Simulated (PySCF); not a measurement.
# C4H6O4Si: magnetic properties

What do calculations give for the magnetic properties of C4H6O4Si (`C[Si]1(C)OC(=O)C(=O)O1`)?

Programs: PySCF 2.14.0, with routines of our own; each step states its level. All values are computed. Atoms count from 0.

## 1. The system as given

15 atoms, charge 0, multiplicity 1; geometry from: GFN2-xTB.

## 2. Magnetic properties: GIAO B3LYP/pcSseg-1

The job: settings as JSON, then the geometry in Å.

```
{"job": {"kind": "mag", "xc": "B3LYP", "basis": "pcSseg-1", "isotopologues": 0}, "charge": 0, "multiplicity": 1}
C     -1.331672    -1.347554    -0.853365
Si    -0.332695     0.021992    -0.019889
C     -1.227809     1.529237     0.683805
O      0.700983    -0.629249     1.123795
C      1.990781    -0.505894     0.811477
O      2.889723    -0.897541     1.487298
C      2.127924     0.215309    -0.545144
O      3.150885     0.472660    -1.097928
O      0.918130     0.513595    -1.017143
H     -2.048814    -1.774706    -0.159979
H     -1.887074    -0.954866    -1.698923
H     -0.697310    -2.153853    -1.216226
H     -0.538632     2.241362     1.133376
H     -1.942441     1.232039     1.444307
H     -1.776393     2.045458    -0.097373
```

Method: GIAO B3LYP/pcSseg-1 magnetisability, rotational g tensor and spin-rotation constants, non-relativistic, gas phase.

Run with:

```console
$ OMP_NUM_THREADS=1 python excited_run.py task.json out
```

The driver reads the jobs from task.json and runs them one after another.

The program printed:

```text
coarse grid: 14032 points
cycle   1  E = -745.9943592873  dE =  1.836e+00  |g| = 1.511e+00  |ddm| = 3.683e+00
cycle   2  E = -744.6275692601  dE =  1.367e+00  |g| = 3.139e+00  |ddm| = 3.073e+00
cycle   3  E = -746.3541788885  dE = -1.727e+00  |g| = 5.569e-01  |ddm| = 2.367e+00
cycle   4  E = -746.4056469127  dE = -5.147e-02  |g| = 2.153e-01  |ddm| = 4.925e-01
cycle   5  E = -746.4130670275  dE = -7.420e-03  |g| = 5.362e-02  |ddm| = 1.554e-01
cycle   6  E = -746.4136810863  dE = -6.141e-04  |g| = 1.111e-02  |ddm| = 4.047e-02
cycle   7  E = -746.4137065423  dE = -2.546e-05  |g| = 2.947e-03  |ddm| = 9.245e-03
cycle   8  E = -746.4137083121  dE = -1.770e-06  |g| = 5.408e-04  |ddm| = 2.794e-03
final grid: 133824 points
cycle   9  E = -746.5198783460  dE = -2.715e-05  |g| = 7.215e-03  |ddm| = 1.685e-02
cycle  10  E = -746.5198601982  dE =  1.815e-05  |g| = 1.216e-02  |ddm| = 1.192e-02
cycle  11  E = -746.5198877889  dE = -2.759e-05  |g| = 2.452e-03  |ddm| = 8.217e-03
cycle  12  E = -746.5198889083  dE = -1.119e-06  |g| = 3.656e-04  |ddm| = 1.651e-03
cycle  13  E = -746.5198889267  dE = -1.847e-08  |g| = 1.477e-04  |ddm| = 3.131e-04
cycle  14  E = -746.5198889311  dE = -4.356e-09  |g| = 2.831e-05  |ddm| = 1.141e-04
cycle  15  E = -746.5198889312  dE = -1.021e-10  |g| = 1.380e-05  |ddm| = 2.413e-05
converged SCF energy = -746.5198889312

Magnetisability tensor (1e-30 J/T^2)
    -1136.60       -7.82       -5.98
       -7.82    -1372.62     -135.35
       -5.98     -135.35    -1191.95
isotropic -1233.72   principal values   -1445.32  -1136.44  -1119.40
isotropic susceptibility -74.296 1e-6 cm^3/mol

Inertial axes            a          b          c
rot. const./GHz      2.2767     1.0976     0.9984
chi total           -68.438    -67.412    -87.039
chi diamagnetic    -634.954  -1204.267  -1269.437
chi paramagnetic    566.516   1136.855   1182.398
quadrupole/D A       -2.616     -9.053     11.669
g nuclear            0.5647     0.5678     0.5413
g electronic        -0.6059    -0.5862    -0.5546
g total             -0.0412    -0.0184    -0.0133

Spin-rotation constants (kHz, H = +C I.J)
atom  isotope        aa         bb         cc
  9     1H       -0.162     -0.049     -0.112
 10     1H       -0.163     -0.048     -0.112
 11     1H       -0.167     -0.144     -0.022
 12     1H       -0.167     -0.144     -0.022
 13     1H       -0.162     -0.049     -0.112
 14     1H       -0.164     -0.048     -0.112
  0    13C*       0.289      0.139      0.114
  1   29Si*      -1.753     -0.766     -0.551
  3    17O*      -0.576     -0.361     -0.121
  4    13C*       0.813      0.483      0.279
  5    17O*      -1.537     -0.639     -0.051
* in the singly substituted isotopologue
```

Run time: 71 s. Hardware: 1 thread of Arm Neoverse N1, shared host; peak memory 0.83 GiB.

In short:

| quantity | value |
| --- | --- |
| magnetisability | -1234·10⁻³⁰ J/T² |
| molar susceptibility | -74.3·10⁻⁶ cm³/mol |
| rotational g (a, b, c) | -0.0412, -0.0184, -0.0133 |

The fields below are evaluated on a grid from the run's orbitals.

Frontier orbitals at B3LYP/pcSseg-1, with the share of their density that lies nearest to each atom:

| orbital | energy (eV) | lies on |
| --- | --- | --- |
| HOMO | -7.93 | O5, O7 about 34 % each; O3, O8 about 7 % each; C4, C6 about 7 % each |
| LUMO | -2.13 | C4, C6 about 24 % each; O5, O7 about 19 % each; O3, O8 about 6 % each |

ELF in a plane through or near 5 of the atoms.

Ten even steps from '0' (0.00) to '9' (1.00):
```
0000000000000000000000000000
0000000000000000000000000000
0000000000000000000000000000
0000000000000488520000000000
0000000000002999961000000000
0000000000002999963200000000
0000000000000378226510000000
0000000010000168215410000000
0000000143001148974200000000
0000000388202175352000000000
0000000388202174352000000000
0000000143001148974200000000
0000000010000168315410000000
0000000000000378216510000000
0000000000002999963200000000
0000000000003999961000000000
0000000000000489620000000000
0000000000000000000000000000
0000000000000000000000000000
0000000000000000000000000000
```
The map spans 11.3 Å across and 10.2 Å up, centred on the molecule. Atoms in the plane (x, y in Å): C0 (1.3, -1.6), Si1 (0.3, 0.0), C2 (1.3, 1.6), H11 (0.6, -2.5), H12 (0.6, 2.5).

log10 of the density (e/Å³) in the same plane.

Values, 10 rows by 14 columns:
```
-4.0 -4.0 -4.0 -4.0 -4.0 -4.0 -4.0 -4.0 -4.0 -4.0 -4.0 -4.0 -4.0 -4.0
-4.0 -4.0 -4.0 -4.0 -4.0 -4.0 -3.6 -2.8 -2.6 -2.9 -3.5 -4.0 -4.0 -4.0
-4.0 -4.0 -4.0 -4.0 -4.0 -3.4 -2.1 -0.7 -0.6 -1.2 -2.0 -3.1 -4.0 -4.0
-4.0 -4.0 -3.6 -2.7 -2.3 -2.4 -1.8 -0.4  0.6  0.1 -1.2 -2.6 -3.9 -4.0
-4.0 -3.4 -2.2 -1.4 -0.7 -1.0 -0.9 -0.4  0.0 -0.5 -1.6 -2.8 -4.0 -4.0
-4.0 -3.0 -1.8 -1.0  0.0 -0.4 -0.5  1.4 -0.3 -1.0 -2.1 -3.2 -4.0 -4.0
-4.0 -3.9 -2.7 -1.9 -1.4 -1.6 -1.4 -0.5  0.4  0.0 -1.2 -2.6 -3.9 -4.0
-4.0 -4.0 -4.0 -3.7 -3.3 -3.0 -1.9 -0.3  0.0 -0.6 -1.6 -2.8 -4.0 -4.0
-4.0 -4.0 -4.0 -4.0 -4.0 -3.9 -2.8 -1.6 -1.5 -2.1 -2.7 -3.8 -4.0 -4.0
-4.0 -4.0 -4.0 -4.0 -4.0 -4.0 -4.0 -3.6 -3.4 -3.7 -4.0 -4.0 -4.0 -4.0
```
The map spans 11.3 Å across and 10.2 Å up, centred on the molecule. Atoms in the plane (x, y in Å): C0 (1.3, -1.6), Si1 (0.3, 0.0), C2 (1.3, 1.6), H11 (0.6, -2.5), H12 (0.6, 2.5).

On the surface of density 0.002 e/bohr³ the electrostatic potential runs, from the 1st to the 99th percentile, from -1.71 V near O7 to 2.15 V near Si1.

## 3. Magnetic properties: GIAO LC-wPBE/MINI

The job, as its differences from that of step 2:

```diff
@@ -1,2 +1,2 @@
-{"job": {"kind": "mag", "xc": "B3LYP", "basis": "pcSseg-1", "isotopologues": 0}, "charge": 0, "multiplicity": 1}
+{"job": {"kind": "mag", "xc": "LC-wPBE", "basis": "MINI", "grid": 0, "scf": {"max_cycle": 62}}, "charge": 0, "multiplicity": 1}
 C     -1.331672    -1.347554    -0.853365
```

Level: GIAO LC-wPBE/MINI magnetisability, rotational g tensor and spin-rotation constants, non-relativistic, gas phase.

The program printed:

```text
final grid: 14032 points
cycle   1  E = -740.6555677704  dE =  2.562e+00  |g| = 1.103e+00  |ddm| = 6.061e+00
cycle   2  E = -740.6412123328  dE =  1.436e-02  |g| = 1.324e+00  |ddm| = 3.176e+00
cycle   3  E = -741.0531010064  dE = -4.119e-01  |g| = 1.959e-01  |ddm| = 1.752e+00
cycle   4  E = -741.0634521586  dE = -1.035e-02  |g| = 6.451e-02  |ddm| = 3.441e-01
cycle   5  E = -741.0647620388  dE = -1.310e-03  |g| = 6.811e-03  |ddm| = 1.198e-01
cycle   6  E = -741.0647966293  dE = -3.459e-05  |g| = 2.406e-03  |ddm| = 2.362e-02
cycle   7  E = -741.0648006054  dE = -3.976e-06  |g| = 8.317e-04  |ddm| = 7.939e-03
cycle   8  E = -741.0648010359  dE = -4.305e-07  |g| = 1.600e-04  |ddm| = 2.992e-03
cycle   9  E = -741.0648010515  dE = -1.551e-08  |g| = 3.362e-05  |ddm| = 5.549e-04
cycle  10  E = -741.0648010519  dE = -3.993e-10  |g| = 1.860e-05  |ddm| = 8.565e-05
converged SCF energy = -741.0648010519

Magnetisability tensor (1e-30 J/T^2)
    -1237.37      -11.65       -3.74
      -11.65    -1537.88     -148.06
       -3.74     -148.06    -1340.00
isotropic -1371.75   principal values   -1617.40  -1261.07  -1236.79
isotropic susceptibility -82.609 1e-6 cm^3/mol

Inertial axes            a          b          c
rot. const./GHz      2.2767     1.0976     0.9984
chi total           -74.481    -75.943    -97.402
chi diamagnetic    -646.255  -1216.348  -1279.763
chi paramagnetic    571.774   1140.405   1182.361
quadrupole/D A       -2.507     -7.617     10.124
g nuclear            0.5647     0.5678     0.5413
g electronic        -0.6116    -0.5880    -0.5546
g total             -0.0468    -0.0203    -0.0133

Spin-rotation constants (kHz, H = +C I.J)
atom  isotope        aa         bb         cc
  9     1H       -0.199     -0.062     -0.131
 10     1H       -0.200     -0.062     -0.131
 11     1H       -0.203     -0.152     -0.046
 12     1H       -0.202     -0.152     -0.046
 13     1H       -0.199     -0.063     -0.131
 14     1H       -0.201     -0.062     -0.131
  0    13C*       0.103      0.041      0.052
  1   29Si*      -0.802     -0.331     -0.316
  3    17O*      -0.476     -0.218      0.112
  4    13C*       0.433      0.314      0.118
  5    17O*      -1.827     -0.771      0.081
* in the singly substituted isotopologue
```

It took 14 s on 1 thread of Arm Neoverse N1, shared host; peak memory 0.47 GiB.

The run ended normally, but its values are not to be used for the molecule: grid level 0 is too coarse; the basis MINI is minimal.

## 4. What came out

```
                                            quantity                               value
       magnetisability (step 2, GIAO B3LYP/pcSseg-1)                    -1234·10⁻³⁰ J/T²
  molar susceptibility (step 2, GIAO B3LYP/pcSseg-1)                  -74.3·10⁻⁶ cm³/mol
rotational g (a, b, c) (step 2, GIAO B3LYP/pcSseg-1)           -0.0412, -0.0184, -0.0133
               surface potential, 1st and 99th percentile                  -1.71 V and 2.15 V
                                                runs  0 failed, 1 ended on unsound input
```

What this shows: At B3LYP/pcSseg-1, counted by nearest atom on the grid, the HOMO lies on O5, O7 about 34 % each; O3, O8 about 7 % each, the LUMO on C4, C6 about 24 % each; O5, O7 about 19 % each. Vibrational averaging and real surroundings are missing from these values.
